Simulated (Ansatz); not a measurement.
# InAs2: the cost of one run

Method: DFT PBE, scalar-relativistic, plane waves, PAW, in Ansatz 0.2.0.

## Step 1: The starting structure

It takes space group Fm-3m (No. 225, cubic). Conventional cell: a = 7.028 Å, b = 7.028 Å, c = 7.028 Å, α = 90.00°, β = 90.00°, γ = 90.00°. Around In (site symmetry m-3m) lie 8 As at 3.04 Å. As (site symmetry -43m) has 4 In at 3.04 Å as nearest neighbours.

Structure file:

```
CELL_PARAMETERS angstrom
0.00000 3.51401 3.51401
3.51401 0.00000 3.51401
3.51401 3.51401 0.00000
ATOMIC_POSITIONS crystal
In 0.00000 0.00000 0.00000
As 0.25000 0.25000 0.25000
As 0.75000 0.75000 0.75000
```

The cell is invented: random cell by space group and Wyckoff sites (Fm-3m, No. 225). Lengths come from tabulated atomic sizes and are only a guess.

## Step 2: Probe: one point on a coarse mesh

File input.yaml:

```yaml
crystal:
  lattice:
    - [0.0, 3.51400954, 3.51400954]
    - [3.51400954, 0.0, 3.51400954]
    - [3.51400954, 3.51400954, 0.0]
  atoms:
    - { symbol: In, position: [0.0, 0.0, 0.0] }
    - { symbol: As, position: [0.25, 0.25, 0.25] }
    - { symbol: As, position: [0.75, 0.75, 0.75] }
basis:
  ecutwfc: 420
kpoints:
  mp_grid: { grid: [4, 4, 4] }
hamiltonian:
  xc: pbe
scf:
  occupations: { method: gaussian, width: 0.1 }
  lower_state_search: "off"
output:
  forces: true
  stress: true
  eigenvalues: true
```

The run is started by

```bash
$ ansatz run input.yaml --threads 1 --pin off --max-ram 2560MiB --backend cpu --events-out ev --progress --plain --runs-dir out
```

What time and memory should one allow on 1 thread of AMD EPYC (Zen 3), shared host?

About 2 s, with a peak of 0.36 GiB.
